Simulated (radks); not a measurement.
**K³⁺ in [Ne] 3s2 3p4: an all-electron calculation**

An exercise on one series of results from a longer session: the logs are not shown, and one member is left open.

Method: non-relativistic Kohn-Sham, PBE, spin-polarised, spherical densities, point nucleus; open shells are filled with parallel spins first. Code: radks (a radial shooting solver on a logarithmic mesh, Libxc functionals) version 1.

## Starting point

| Item | Value |
| --- | --- |
| element | potassium (Z = 19) |
| charge | +3 |
| electrons | 16 |
| configuration | [Ne] 3s2 3p4 |

The outer shells:

K³⁺
```
[Ne] core
3s [↑↓]
3p [↑↓][↑ ][↑ ]
```

The first run:

The run's settings:

```text
Z 19
configuration [Ne] 3s2 3p4 4s0 3d0 4p0 4f0
relativity non-relativistic
functional pbe,pbe
spin polarised
nucleus point
```

Launch:

```sh
$ python run_ks.py task.json out
```

The same process makes all the runs of this session.

One of the session's tables, all rows but one given; the rest of the session is left out.

It belongs to the step «Orbitals and density». Radial moments (bohr):

```
  level      <r>  outermost maximum (interpolated)  90 % within  nodes
  1s up  0.08155                            0.0535        0.145      0
1s down  0.08154                            0.0535        0.145      0
  2s up   0.3895                             0.320        0.607      1
2s down   0.3894                             0.320        0.606      1
  2p up   0.3507                             0.263        0.579      0
2p down        ?                                 ?            ?      ?
  3s up    1.203                              1.06         1.79      2
3s down    1.210                              1.06         1.80      2
  3p up    1.289                              1.11         1.95      1
3p down    1.303                              1.11         1.99      1
  3d up    1.530                              1.19         2.46      0
3d down    1.581                              1.21         2.57      0
  4s up    2.945                              2.74         4.21      3
4s down    2.999                              2.78         4.30      3
```

Estimate the missing values for 2p down.

The run gave: <r>: 0.3506; outermost maximum (interpolated): 0.263; 90 % within: 0.579; nodes: 0. In the column «<r>» it lies between 1s up (0.08155) and 2p up (0.3507).

To keep in mind: Open shells are spherical and high-spin; term and fine-structure splittings are not resolved.
